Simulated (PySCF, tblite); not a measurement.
# C6H15BClN: geometry, infrared bands and NMR shifts

Aim: predict the infrared bands and NMR shifts of C6H15BClN (`C=C(C)CCC[B@@H-]([NH3+])Cl`).

Programs: tblite 0.8.0 and PySCF 2.14.0, with density-fitted response routines of our own. Each step states its level of theory. These are calculated values for one molecule in the gas phase, unless marked as measured. Atoms are numbered from 0 throughout.

## 1. The starting structure

24 atoms, charge 0, multiplicity 1; geometry from: force field or distance geometry start.

Bonds of the start (Å): C0–C1 1.35, C1–C2 1.50, C1–C3 1.49, C3–C4 1.51, C4–C5 1.51, C5–B6 1.58, B6–N7 1.50, B6–Cl8 1.85, C0–H9 1.08, C0–H10 1.08, C2–H11 1.11, C2–H12 1.12, C2–H13 1.10, C3–H14 1.10, C3–H15 1.13, C4–H16 1.11, C4–H17 1.10, C5–H18 1.10, C5–H19 1.10, B6–H20 1.19, N7–H21 1.06, N7–H22 1.04, N7–H23 1.03.

## 2. Geometry optimisation with GFN2-xTB

What the job is given:

```
{"job": {"kind": "relax", "xc": "GFN2-xTB", "basis": "xTB"}, "charge": 0, "multiplicity": 1}
C      3.092000    -1.087200    -0.868200
C      2.325300    -0.459300     0.041900
C      2.943400     0.642700     0.852500
C      0.909900    -0.898700     0.236500
C     -0.057100     0.231800    -0.020300
C     -1.447200    -0.322900     0.193200
B     -2.589400     0.745600    -0.050600
N     -3.393900     0.515900    -1.298100
Cl    -3.735800     0.641400     1.397900
H      4.115000    -0.776100    -1.016900
H      2.677100    -1.890000    -1.461200
H      2.345700     0.903100     1.750100
H      3.096800     1.528200     0.188100
H      3.944500     0.322300     1.182300
H      0.718200    -1.774600    -0.392400
H      0.849900    -1.223800     1.318800
H      0.071800     0.579000    -1.062700
H      0.140900     1.059700     0.670000
H     -1.490100    -0.710100     1.222500
H     -1.655500    -1.168600    -0.483600
H     -2.099100     1.831600    -0.075300
H     -4.387500     0.836300    -1.124300
H     -3.428600    -0.516000    -1.437600
H     -2.958000     1.009500    -2.088000
```

Run with:

```console
$ OMP_NUM_THREADS=1 python probes_run.py task.json out
```

The driver reads the jobs from task.json and runs them one after another.

**Question.** This job is followed by: GFN2-xTB harmonic vibrations, gas phase; GIAO PBE0/pcSseg-1 NMR shielding, non-relativistic, gas phase. Predict these results of the whole session: strongest single infrared mode (GFN2-xTB); zero-point energy (GFN2-xTB); ¹³C shifts against TMS (PBE0/pcSseg-1); ¹H shifts against TMS (PBE0/pcSseg-1, means over atoms taken as alike); ¹¹B shifts against BF3·OEt2 (PBE0/pcSseg-1); ¹⁵N shifts against NH3 (PBE0/pcSseg-1); ³⁵Cl shifts against HCl (PBE0/pcSseg-1).

**Answer**, as computed:

```
                                                              quantity                                                                 value
                             strongest single infrared mode (GFN2-xTB)                                                 1246 cm⁻¹, 230 km/mol
                                          zero-point energy (GFN2-xTB)                                                        129.0 kcal/mol
                                ¹³C shifts against TMS (PBE0/pcSseg-1)                              158.2, 115.0, 47.5, 35.6, 31.1, 25.4 ppm
¹H shifts against TMS (PBE0/pcSseg-1, means over atoms taken as alike)  5.00, 4.91, 3.27, 3.10, 2.20, 1.93, 1.90, 1.74, 1.04, 0.39, 0.23 ppm
                           ¹¹B shifts against BF3·OEt2 (PBE0/pcSseg-1)                                                              -7.0 ppm
                                ¹⁵N shifts against NH3 (PBE0/pcSseg-1)                                                              63.4 ppm
                               ³⁵Cl shifts against HCl (PBE0/pcSseg-1)                                                                12 ppm
```

The optimisation took 171 steps and gained 0.704 eV; among the close pairs (by a distance rule), B6–N7 changed most, from 1.502 to 1.640 Å. No mode is imaginary among the 66: a minimum at this level. The strongest single mode, at 1246 cm⁻¹, moves mainly H22, H21 and H23. GFN2-xTB is a fitted tight-binding method: band positions and strengths are rough. Its intensities can rank the bands wrongly. C1 (fully substituted alkene carbon) lies farthest downfield among carbon, at 158.2 ppm; the olefinic region. At PBE0/pcSseg-1: Shielding is most anisotropic at C1 (span 259 ppm, paramagnetic term -233 ppm).
